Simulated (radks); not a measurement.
# Ionisation of W: one atom, several choices of relativity

The task here is to estimate one member of a computed series from the others.

Program: radks (a radial shooting solver on a logarithmic mesh, Libxc functionals) version 1. Level of theory: Kohn-Sham, PBEsol, spin-unpolarised, spherical densities. These are calculated values, not measurements, unless marked.

## What is computed

```
element       : tungsten (Z = 74)
charge        : 0
electrons     : 74
configuration : [Xe] 4f14 5d4 6s2
ion           : W⁺, [Xe] 4f14 5d4 6s1
choices       : non-relativistic; scalar-relativistic; Dirac, 2j+1 shares; Dirac, low j first; scalar-relativistic, finite nucleus; Dirac, 2j+1 shares, finite nucleus; Dirac, c × 3; Dirac, c × 2; Dirac, c × 10
```

The first run:

Settings of this run:

```text
Z 74
configuration [Xe] 4f14 5d4 6s2
relativity non-relativistic
functional pbe_sol,pbe_sol
spin unpolarised
nucleus point
```

Among the steps run: non-relativistic: W.

One table of the session follows, with a row left open; its other results are not shown here.

Sizes of the orbitals, from the radial functions (bohr):

```
level     <r>  outermost maximum (interpolated)  90 % within  nodes
   4s  0.4901                             0.458        0.702      3
   4p  0.4972                             0.458        0.721      2
   4d  0.5138                             0.455        0.769      1
   5s   1.169                              1.05         1.68      4
   4f  0.5889                             0.422        0.970      0
   5p   1.296                              1.13         1.89      3
   5d       ?                                 ?            ?      ?
   6s   3.506                              2.95         5.20      5
```

**Question.** Estimate the row for 5d.

As computed: <r>: 1.977; outermost maximum (interpolated): 1.47; 90 % within: 3.16; nodes: 2. In the column «<r>» it lies between 5p (1.296) and 6s (3.506).

Limits of these values: Runs with a scaled speed of light are not ranked. Spin polarisation and multiplet splitting of open shells are left out at every level.
